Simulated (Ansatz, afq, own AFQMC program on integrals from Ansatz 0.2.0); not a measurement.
**AlGeH (triplet): quantum Monte Carlo beside coupled cluster at angle Al2–Ge1–H3 = 140.2°, cc-pVDZ**

How near does AFQMC come to the top of the ladder for AlGeH (triplet)?

The runs use Ansatz 0.2.0, Gaussian basis, and an in-house AFQMC program (afq) on its integrals; all values are calculated; cc-pVDZ, frozen cores.

Plan: PBE (unrestricted); r2SCAN (unrestricted); PBE0 (unrestricted); B3LYP (unrestricted); wB97M-V (unrestricted); B2PLYP (unrestricted); CCSD(T) on UHF; CCSDT(Q) on UHF; Phaseless AFQMC, CISD trial on UHF; Phaseless AFQMC, CID trial on UHF.

4 further runs of the same task are left out: 4 that didn't finish.

## (1) The geometry

The geometry derives from a PBE0/def2-TZVP stationary point (not a proven minimum). One angle is set to the value named; bond lengths are kept. No spin-orbit coupling is included. The filled d shell of Ge may be among the frozen orbitals whatever the setting's name suggests; the logs give the count.

3 atoms, charge 0, spin multiplicity 3.

Atoms are counted from 1 here; the program's logs count them from 0.

Bond lengths: Ge1–Al2 2.449 Å, Ge1–H3 1.690 Å. Angles: Al2–Ge1–H3 140.2°.

As a file:

```xyz
3

Ge    0.0000    0.0036    0.5264
Al    0.0000   -1.6856   -1.2464
H     0.0000    1.6820    0.7200
```

## (2) PBE (unrestricted)

The input, in.yaml:

```yaml
crystal:
  periodic: [false, false, false]
  atoms:
    - {symbol: Ge, position_ang: [0.000000, 0.003622, 0.526366]}
    - {symbol: Al, position_ang: [0.000000, -1.685617, -1.246391]}
    - {symbol: H, position_ang: [0.000000, 1.681995, 0.720025]}
basis:
  gaussian: {orbitals: cc-pVDZ}
magnetization: {spin_polarized: true, initial_magnetization: 2}
hamiltonian: {xc: {name: PBE}}
output: {orbitals: {seedname: orbitals}}
```

Run with:

```console
$ ansatz run in.yaml --threads 1 --pin off --events-out ev --progress --plain --max-ram 1382MiB
```

What it wrote:

```text
Functional definition: PBE
  name "PBE"
  cite "Perdew, Burke & Ernzerhof, Phys. Rev. Lett. 77, 3865 (1996) doi:10.1103/PhysRevLett.77.3865"
  parent pbe
  parameter kappa = 0.804
  parameter beta = 0.06672455060314922
  exchange = pbe_x(kappa = kappa, mu = beta*pi^2/3)
  correlation = pbe_c(beta = beta)
554 factors; integrals over basis functions are off by at most 1.2e-3 eV
mean field evaluation 1: about -63115.3412 eV, gradient 8.4e0 eV
mean field evaluation 2: about -63109.3800 eV, gradient 2.2e1 eV
mean field evaluation 4: about -63116.2359 eV, gradient 1.1e0 eV
mean field evaluation 8: about -63116.2487 eV, gradient 3.8e-2 eV
mean field evaluation 16: about -63116.2487 eV, gradient 3.2e-5 eV
mean field -63116.24872062 eV, -2319.4793587529 hartree, gradient 3.2e-5 eV, S^2 2.014984; 0 other end points of the search recorded, 0 dependent functions left out
reference -63116.24875177 eV, -2319.4793598977 hartree; 24, 22 occupied and 26, 28 virtual orbitals, 554 factors
Total energy: -63116.24875177 eV, -2319.4793598977 hartree
```

Wall time 1.2 s (1 thread of Intel Xeon Platinum 8488C (Sapphire Rapids), shared host).

From the report: ⟨S²⟩ of the determinant 2.015 (pure triplet: 2.00).

## (3) r2SCAN (unrestricted)

in.yaml: that of step 2 with these lines changed.

```diff
@@ -9,3 +9,2 @@
 magnetization: {spin_polarized: true, initial_magnetization: 2}
-hamiltonian: {xc: {name: PBE}}
-output: {orbitals: {seedname: orbitals}}
+hamiltonian: {xc: {name: r2SCAN}}
```

Launched as before.

What it wrote:

```text
Functional definition: r2SCAN
  name "r2SCAN"
  cite "Furness, Kaplan, Ning, Perdew & Sun, J. Phys. Chem. Lett. 11, 8208 (2020) doi:10.1021/acs.jpclett.0c02405"
  cite "Furness, Kaplan, Ning, Perdew & Sun, J. Phys. Chem. Lett. 11, 9248 (2020) doi:10.1021/acs.jpclett.0c03077"
  parent r2scan
  parameter k0 = 0.174
  parameter k1 = 0.065
  parameter a1 = 4.9479
  exchange = r2scan_x(k0 = k0, k1 = k1, a1 = a1)
  correlation = r2scan_c
554 factors; integrals over basis functions are off by at most 1.2e-3 eV
mean field evaluation 1: about -63126.4558 eV, gradient 7.8e0 eV
mean field evaluation 2: about -63122.0039 eV, gradient 2.0e1 eV
mean field evaluation 4: about -63127.3329 eV, gradient 7.5e-1 eV
mean field evaluation 8: about -63127.3446 eV, gradient 7.0e-2 eV
mean field evaluation 16: about -63127.3449 eV, gradient 2.4e-4 eV
mean field -63127.34492338 eV, -2319.8871366829 hartree, gradient 7.9e-5 eV, S^2 2.049771; 0 other end points of the search recorded, 0 dependent functions left out
reference -63127.34493533 eV, -2319.8871371222 hartree; 24, 22 occupied and 26, 28 virtual orbitals, 554 factors
Total energy: -63127.34493533 eV, -2319.8871371222 hartree
```

Run time: 2.5 s. Hardware: 1 thread of Intel Xeon Platinum 8488C (Sapphire Rapids), shared host.

From the report: ⟨S²⟩ of the determinant 2.050 (pure triplet: 2.00).

## (4) PBE0 (unrestricted)

in.yaml: that of step 3 with these lines changed.

```diff
@@ -9,2 +9,3 @@
 magnetization: {spin_polarized: true, initial_magnetization: 2}
-hamiltonian: {xc: {name: r2SCAN}}
+hamiltonian: {xc: {name: PBE0}}
+output: {orbitals: {seedname: orbitals}}
```

Launched as before.

What it wrote:

```text
Functional definition: PBE0
  name "PBE0"
  cite "Adamo & Barone, J. Chem. Phys. 110, 6158 (1999) doi:10.1063/1.478522"
  cite "Perdew, Burke & Ernzerhof, Phys. Rev. Lett. 77, 3865 (1996) doi:10.1103/PhysRevLett.77.3865"
  parent pbe
  parameter a = 0.25
  parameter kappa = 0.804
  parameter beta = 0.06672455060314922
  exchange = (1 - a)*pbe_x(kappa = kappa, mu = beta*pi^2/3) + a*exact_x
  correlation = pbe_c(beta = beta)
554 factors; integrals over basis functions are off by at most 1.2e-3 eV
mean field evaluation 1: about -63117.5964 eV, gradient 6.5e0 eV
mean field evaluation 2: about -63116.9327 eV, gradient 1.0e1 eV
mean field evaluation 4: about -63118.2293 eV, gradient 3.9e-1 eV
mean field evaluation 8: about -63118.2471 eV, gradient 8.9e-2 eV
mean field evaluation 16: about -63118.2476 eV, gradient 7.1e-4 eV
mean field -63118.24757511 eV, -2319.5528153005 hartree, gradient 6.5e-5 eV, S^2 2.031129; 0 other end points of the search recorded, 0 dependent functions left out
reference -63118.24759837 eV, -2319.5528161554 hartree; 24, 22 occupied and 26, 28 virtual orbitals, 554 factors
Total energy: -63118.24759837 eV, -2319.5528161554 hartree
```

Run time: 1.6 s. Hardware: 1 thread of Intel Xeon Platinum 8488C (Sapphire Rapids), shared host.

From the report: ⟨S²⟩ of the determinant 2.031 (pure triplet: 2.00).

## (5) B3LYP (unrestricted)

in.yaml: that of step 4 with these lines changed.

```diff
@@ -9,3 +9,2 @@
 magnetization: {spin_polarized: true, initial_magnetization: 2}
-hamiltonian: {xc: {name: PBE0}}
-output: {orbitals: {seedname: orbitals}}
+hamiltonian: {xc: {name: B3LYP}}
```

The command is unchanged.

What it wrote, shortened:

```text
Functional definition: B3LYP
  name "B3LYP"
  cite "Stephens, Devlin, Chabalowski & Frisch, J. Phys. Chem. 98, 11623 (1994) doi:10.1021/j100096a001"
  cite "Becke, Phys. Rev. A 38, 3098 (1988) doi:10.1103/PhysRevA.38.3098"
  cite "Lee, Yang & Parr, Phys. Rev. B 37, 785 (1988) doi:10.1103/PhysRevB.37.785"
  cite "Vosko, Wilk & Nusair, Can. J. Phys. 58, 1200 (1980) doi:10.1139/p80-159"
[...]
554 factors; integrals over basis functions are off by at most 1.2e-3 eV
[...]
mean field -63130.32301943 eV, -2319.9965796941 hartree, gradient 2.3e-5 eV, S^2 2.015551; 0 other end points of the search recorded, 0 dependent functions left out
reference -63130.32321475 eV, -2319.9965868719 hartree; 24, 22 occupied and 26, 28 virtual orbitals, 554 factors
Total energy: -63130.32321475 eV, -2319.9965868719 hartree
```

Wall time 1.6 s (1 thread of Intel Xeon Platinum 8488C (Sapphire Rapids), shared host).

From the report: ⟨S²⟩ of the determinant 2.016 (pure triplet: 2.00).

## (6) wB97M-V (unrestricted)

in.yaml: that of step 5 with these lines changed.

```diff
@@ -9,2 +9,3 @@
 magnetization: {spin_polarized: true, initial_magnetization: 2}
-hamiltonian: {xc: {name: B3LYP}}
+hamiltonian: {xc: {name: wB97M-V}}
+output: {orbitals: {seedname: orbitals}}
```

Launched as before.

What it wrote, shortened:

```text
Functional definition: wB97M-V
  name "wB97M-V"
  cite "Mardirossian & Head-Gordon, J. Chem. Phys. 144, 214110 (2016) doi:10.1063/1.4952647"
  cite "Becke, J. Chem. Phys. 107, 8554 (1997) doi:10.1063/1.475007"
  cite "Vydrov & Van Voorhis, J. Chem. Phys. 133, 244103 (2010) doi:10.1063/1.3521275"
  # Of w^i u^j: cxij and so on, Table III.
[...]
  gx(w, u) = 1 - cx + cx01*u + cx10*w
  gss(w, u) = css00 + css04*u^4 + css10*w + css20*w^2 + css43*w^4*u^3
  gos(w, u) = cos00 + cos10*w + (cos20 + cos21*u)*w^2 + (cos60 + cos61*u)*w^6
[...]
      + integral(e_c_pw_mod_opposite_spin*gos(b97_w_opposite, b97_u_opposite)) + vv10(b, c)
554 factors; integrals over basis functions are off by at most 1.2e-3 eV
166 factors; integrals over basis functions are off by at most 7.5e-6 eV
[...]
mean field -63124.82568477 eV, -2319.7945563715 hartree, gradient 5.2e-5 eV, S^2 2.012371; 0 other end points of the search recorded, 0 dependent functions left out
reference -63124.82571735 eV, -2319.7945575689 hartree; 24, 22 occupied and 26, 28 virtual orbitals, 554 factors
Total energy: -63124.82571735 eV, -2319.7945575689 hartree
```

Wall time 6 s (1 thread of Intel Xeon Platinum 8488C (Sapphire Rapids), shared host).

From the report: ⟨S²⟩ of the determinant 2.012 (pure triplet: 2.00).

## (7) B2PLYP (unrestricted)

in.yaml: that of step 6 with these lines changed.

```diff
@@ -9,3 +9,3 @@
 magnetization: {spin_polarized: true, initial_magnetization: 2}
-hamiltonian: {xc: {name: wB97M-V}}
-output: {orbitals: {seedname: orbitals}}
+hamiltonian: {xc: {name: B2PLYP}}
+correlation: {electrons: outside_noble_gas}
```

The command is unchanged.

What it wrote, shortened:

```text
Functional definition: B2PLYP
  name "B2PLYP"
  cite "Grimme, J. Chem. Phys. 124, 034108 (2006) doi:10.1063/1.2148954"
  cite "Becke, Phys. Rev. A 38, 3098 (1988) doi:10.1103/PhysRevA.38.3098"
  cite "Lee, Yang & Parr, Phys. Rev. B 37, 785 (1988) doi:10.1103/PhysRevB.37.785"
[...]
554 factors; integrals over basis functions are off by at most 1.2e-3 eV
[...]
mean field -63112.69182704 eV, -2319.3486453249 hartree, gradient 6.9e-6 eV, S^2 2.048388; 0 other end points of the search recorded, 0 dependent functions left out
19 core orbitals not correlated: weight in the atoms' cores, before any rotation towards them, 0.999 or more for the frozen orbitals, at most 0.000 for the correlated occupied ones
reference -63112.69195059 eV, -2319.3486498653 hartree; 5, 3 occupied and 26, 28 virtual orbitals, 554 factors
second order -3.91859547 eV of doubles, -0.00000000 eV of singles
Total energy: -63113.74997137 eV, -2319.3875314116 hartree
```

Wall time 1.7 s (1 thread of Intel Xeon Platinum 8488C (Sapphire Rapids), shared host).

From the report: ⟨S²⟩ of the determinant 2.048 (pure triplet: 2.00).

## (8) CCSD(T) on UHF

in.yaml: that of step 7 with these lines changed.

```diff
@@ -9,3 +9,2 @@
 magnetization: {spin_polarized: true, initial_magnetization: 2}
-hamiltonian: {xc: {name: B2PLYP}}
-correlation: {electrons: outside_noble_gas}
+correlation: {method: ccsd_t, electrons: outside_noble_gas, hamiltonian_folder: ham}
```

Same command.

What it wrote, shortened:

```text
Functional definition: HF
  name "HF"
  cite "Fock, Z. Phys. 61, 126 (1930) doi:10.1007/BF01340294"
  parent pbe
[...]
554 factors; integrals over basis functions are off by at most 1.2e-3 eV
[...]
mean field -63070.12818981 eV, -2317.7844605070 hartree, gradient 3.8e-6 eV, S^2 2.223993; 7 other end points of the search recorded, 0 dependent functions left out
determinant -63070.12818981 eV, -2317.7844605070 hartree, with singles and doubles -63073.90661624 eV, -2317.9233151175 hartree
determinant -63068.09469903 eV, -2317.7097310992 hartree, with singles and doubles -63071.72945872 eV, -2317.8433060541 hartree
determinant -63068.07040005 eV, -2317.7088381284 hartree, with singles and doubles -63071.65952412 eV, -2317.8407360050 hartree
determinant -63068.05905553 eV, -2317.7084212249 hartree, with singles and doubles -63071.86638226 eV, -2317.8483379015 hartree
determinant -63067.83035978 eV, -2317.7000168111 hartree, with singles and doubles -63071.04998051 eV, -2317.8183356905 hartree
determinant -63067.77877843 eV, -2317.6981212316 hartree, with singles and doubles -63071.64131847 eV, -2317.8400669599 hartree
19 core orbitals not correlated: weight in the atoms' cores, before any rotation towards them, 1.000 or more for the frozen orbitals, at most 0.000 for the correlated occupied ones
reference -63070.12818981 eV, -2317.7844605070 hartree; 5, 3 occupied and 26, 28 virtual orbitals, 554 factors
second order -2.77745905 eV of doubles, -0.00000000 eV of singles
cycle   1  -3.77874921 eV  change   -3.2e-4 eV  update   2.7e-3
[...]
cycle  10  -3.78124630 eV  change   -4.1e-6 eV  update   7.6e-6
perturbative correction -0.14548595 eV, -0.0053465102 hartree
Total energy: -63074.05492206 eV, -2317.9287652557 hartree
```

Run time: 3 s. Hardware: 1 thread of Intel Xeon Platinum 8488C (Sapphire Rapids), shared host.

From the report: ⟨S²⟩ of the determinant 2.224 (pure triplet: 2.00); correlation -3.9267 eV; T1 0.057; largest double amplitude 0.09.

This run also writes the integrals to the folder ham.

## (9) CCSDT(Q) on UHF

in.yaml: that of step 8 with these lines changed.

```diff
@@ -9,2 +9,2 @@
 magnetization: {spin_polarized: true, initial_magnetization: 2}
-correlation: {method: ccsd_t, electrons: outside_noble_gas, hamiltonian_folder: ham}
+correlation: {method: ccsdt_q, electrons: outside_noble_gas}
```

Same command.

What it wrote, shortened:

```text
Functional definition: HF
  name "HF"
  cite "Fock, Z. Phys. 61, 126 (1930) doi:10.1007/BF01340294"
  parent pbe
[...]
953 factors; integrals over basis functions are off by at most 1.4e-7 eV
[...]
mean field -63070.12823447 eV, -2317.7844621484 hartree, gradient 2.0e-6 eV, S^2 2.223996; 7 other end points of the search recorded, 0 dependent functions left out
determinant -63070.12823447 eV, -2317.7844621484 hartree, with singles and doubles -63073.90666902 eV, -2317.9233170568 hartree
determinant -63068.09474736 eV, -2317.7097328756 hartree, with singles and doubles -63071.72950493 eV, -2317.8433077526 hartree
determinant -63068.07045434 eV, -2317.7088401234 hartree, with singles and doubles -63071.65960640 eV, -2317.8407390289 hartree
determinant -63068.05910408 eV, -2317.7084230090 hartree, with singles and doubles -63071.86647670 eV, -2317.8483413721 hartree
determinant -63067.83041393 eV, -2317.7000188011 hartree, with singles and doubles -63071.05003251 eV, -2317.8183376014 hartree
determinant -63067.77882651 eV, -2317.6981229982 hartree, with singles and doubles -63071.64137908 eV, -2317.8400691871 hartree
19 core orbitals not correlated: weight in the atoms' cores, before any rotation towards them, 1.000 or more for the frozen orbitals, at most 0.000 for the correlated occupied ones
reference -63070.12823447 eV, -2317.7844621484 hartree; 5, 3 occupied and 26, 28 virtual orbitals, 953 factors
second order -2.77747940 eV of doubles, -0.00000000 eV of singles
cycle   1  -3.35845935 eV  change   -5.8e-1 eV  update   9.6e-2
[...]
cycle  23  -3.97349559 eV  change   -1.2e-7 eV  update   7.4e-7
perturbative correction -0.00989860 eV, -0.0003637668 hartree
Total energy: -63074.11162865 eV, -2317.9308491846 hartree
```

Run time: 11 s. Hardware: 1 thread of Intel Xeon Platinum 8488C (Sapphire Rapids), shared host.

From the report: ⟨S²⟩ of the determinant 2.224 (pure triplet: 2.00); correlation -3.9834 eV; T1 0.062; largest double amplitude 0.11.

## (10) Phaseless AFQMC, CISD trial on UHF

It reads the integrals that the CCSD(T) run on this determinant wrote.

Run with:

```console
$ afq ham --method phaseless --trial cisd --walkers 60 --populations 1 --least-time 40 --time-step 0.005 --steps-per-block 50 --equilibration-blocks 28 --max-blocks 300 --target-error 0.00034 --factor-cut 1e-05 --start spin_pure --seed 9750 --release-times 0.24,0.51,0.99,1.62,2.4 --release-step 0.03 --release-every 4 --taylor-order 6
```

What it wrote:

```text
orbitals 31  electrons 5 3  factors 232 of 554
reference energy -2317.78446051 Eh
CCSD correlation -0.13895832 Eh in 16 cycles, weight of the determinant in the CISD state 0.8241
energy of the start -2317.916594 Eh
 block  time / (1/Eh)  mean weight  energy / Eh
     1     0.250  1.0003  -2317.917643
     2     0.500  1.0003  -2317.919462
     3     0.750  1.0011  -2317.921500
     4     1.000  0.9999  -2317.927195
     5     1.250  0.9998  -2317.924625
     6     1.500  1.0008  -2317.926092
     7     1.750  0.9997  -2317.927642
     8     2.000  0.9994  -2317.926517
     9     2.250  0.9986  -2317.925839
    10     2.500  1.0014  -2317.929746
    17     4.250  0.9999  -2317.930573
    25     6.250  1.0006  -2317.929318
    33     8.250  1.0010  -2317.926650
    41    10.250  0.9999  -2317.927266
    49    12.250  0.9989  -2317.927467
    57    14.250  0.9990  -2317.936111
    65    16.250  1.0003  -2317.930839
    73    18.250  1.0018  -2317.931051
    81    20.250  1.0007  -2317.929366
    89    22.250  0.9995  -2317.930660
    97    24.250  0.9997  -2317.931988
   105    26.250  0.9987  -2317.930243
   113    28.250  1.0005  -2317.925370
   121    30.250  0.9990  -2317.927681
   129    32.250  1.0008  -2317.928855
   137    34.250  1.0006  -2317.929963
   145    36.250  1.0006  -2317.930452
   153    38.250  0.9859  -2317.933316
   161    40.250  1.0009  -2317.930315
   169    42.250  0.9986  -2317.929888
   177    44.250  0.9994  -2317.933106
   185    46.250  0.9996  -2317.929588
   193    48.250  1.0001  -2317.928474
   201    50.250  0.9976  -2317.930876
   209    52.250  1.0002  -2317.929872
   217    54.250  0.9989  -2317.929384
   225    56.250  1.0016  -2317.927303
   233    58.250  1.0004  -2317.928313
   241    60.250  1.0009  -2317.931789
   249    62.250  1.0002  -2317.932626
   257    64.250  1.0000  -2317.929648
   265    66.250  0.9995  -2317.934040
   273    68.250  1.0019  -2317.929634
   281    70.250  0.9993  -2317.926420
   289    72.250  0.9998  -2317.930999
   297    74.250  1.0010  -2317.927170
   305    76.250  1.0005  -2317.932810
   313    78.250  0.9999  -2317.931682
   321    80.250  1.0006  -2317.931577
blocks merged  error / Eh  count
     1  0.000178  300
     2  0.000230  150
     4  0.000278  75
     8  0.000330  37
    16  0.000386  18
    32  0.000322  9
released: time / (1/Eh)  energy / Eh  error  mean overlap
  0.24  -2317.930539  0.000281  0.9963
  0.51  -2317.930612  0.000257  0.9953
  0.99  -2317.930413  0.000321  0.9956
  1.62  -2317.930736  0.000382  0.9899
  2.40  -2317.930596  0.000452  0.9872
energy -2317.930438 +/- 0.000386 Eh
```

Wall time 3.3 min (1 thread of Intel Xeon Platinum 8488C (Sapphire Rapids), shared host).

Energy -63074.1004 ± 0.0105 eV. Caveats: constraint bias not in the error.

## (11) Phaseless AFQMC, CID trial on UHF (settings varied)

It reads the integrals that the CCSD(T) run on this determinant wrote.

Run with:

```console
$ afq ham --method phaseless --trial cid --walkers 20 --populations 1 --least-time 40 --time-step 0.0025 --steps-per-block 10 --equilibration-blocks 400 --max-blocks 800 --target-error 0.00068 --factor-cut 1e-05 --start determinant --seed 5666 --taylor-order 4
```

What it wrote:

```text
orbitals 31  electrons 5 3  factors 232 of 554
reference energy -2317.78446051 Eh
CCSD correlation -0.13895832 Eh in 16 cycles, weight of the determinant in the CISD state 0.8241
energy of the start -2317.922278 Eh
 block  time / (1/Eh)  mean weight  energy / Eh
     1     0.025  0.9992  -2317.921946
     2     0.050  0.9993  -2317.921785
     3     0.075  1.0002  -2317.921381
     4     0.100  1.0009  -2317.921019
     5     0.125  1.0001  -2317.920641
     6     0.150  0.9996  -2317.920462
     7     0.175  0.9990  -2317.920351
     8     0.200  0.9999  -2317.920391
     9     0.225  0.9997  -2317.919608
    10     0.250  0.9995  -2317.919036
    31     0.775  0.9994  -2317.920718
    61     1.525  0.9999  -2317.921520
    91     2.275  0.9997  -2317.920984
   121     3.025  0.9999  -2317.922017
   151     3.775  0.9994  -2317.925654
   181     4.525  1.0011  -2317.923084
   211     5.275  0.9995  -2317.923088
   241     6.025  1.0002  -2317.926701
   271     6.775  0.9992  -2317.931510
   301     7.525  0.9997  -2317.930302
   331     8.275  0.9991  -2317.924973
   361     9.025  1.0003  -2317.929136
   391     9.775  1.0002  -2317.925467
   421    10.525  1.0004  -2317.922472
   451    11.275  0.9999  -2317.926969
   481    12.025  0.9954  -2317.935057
   511    12.775  0.9987  -2317.929164
   541    13.525  0.9999  -2317.927126
   571    14.275  1.0003  -2317.927646
   601    15.025  0.9993  -2317.930788
   631    15.775  1.0002  -2317.932155
   661    16.525  1.0002  -2317.928502
   691    17.275  1.0006  -2317.929048
   721    18.025  0.9997  -2317.925241
   751    18.775  1.0007  -2317.926407
   781    19.525  0.9998  -2317.929095
   811    20.275  0.9996  -2317.938881
   841    21.025  0.9994  -2317.928648
   871    21.775  0.9988  -2317.925380
   901    22.525  0.9992  -2317.933759
   931    23.275  1.0008  -2317.932086
   961    24.025  1.0011  -2317.933550
   991    24.775  1.0008  -2317.927568
  1021    25.525  1.0007  -2317.929348
  1051    26.275  0.9997  -2317.936248
  1081    27.025  0.9997  -2317.939498
  1111    27.775  1.0004  -2317.931237
  1141    28.525  1.0001  -2317.931782
  1171    29.275  0.9995  -2317.932286
blocks merged  error / Eh  count
     1  0.000133  800
     2  0.000187  400
     4  0.000261  200
     8  0.000362  100
    16  0.000495  50
    32  0.000641  25
    64  0.000581  12
energy -2317.929906 +/- 0.000641 Eh
```

Run time: 64 s. Hardware: 1 thread of Intel Xeon Platinum 8488C (Sapphire Rapids), shared host.

Energy -63074.0860 ± 0.0174 eV. The run doesn't count as converged. Caveats: constraint bias not in the error; error not settled; halves of the run differ.

## (12) All levels side by side

On the UHF determinant, counted from CCSDT(Q) (a yardstick, not exact):

```csv
level,energy (eV),from CCSDT(Q) (kcal/mol),statistical error (kcal/mol),time
HF,-63070.1282,+91.86,,
MP2,-63072.9056,+27.81,,
CCSD,-63073.9094,+4.66,,
CCSD(T),-63074.0549,+1.31,,
CCSDT(Q),-63074.1116,0.00,,
"Phaseless AFQMC, CISD trial, step 0.005, 60 walkers",-63074.1004,+0.26,0.24,3.3 min
```

The functionals' totals stand on their own zeros and serve differences with other points: PBE -63116.249 eV; r2SCAN -63127.345 eV; PBE0 -63118.248 eV; B3LYP -63130.323 eV; wB97M-V -63124.826 eV; B2PLYP -63113.750 eV.

## (13) Summary of results

```
                                        quantity                  value
                    CCSD(T) on UHF from CCSDT(Q)         +1.31 kcal/mol
Phaseless AFQMC, CISD trial on UHF from CCSDT(Q)  +0.26 ± 0.24 kcal/mol
```

In words: On UHF the phaseless walk with the CISD trial lies +0.26 kcal/mol from CCSDT(Q), within three error bars. Error bars are statistical and leave out the constraint, the time step and what remains of the start.
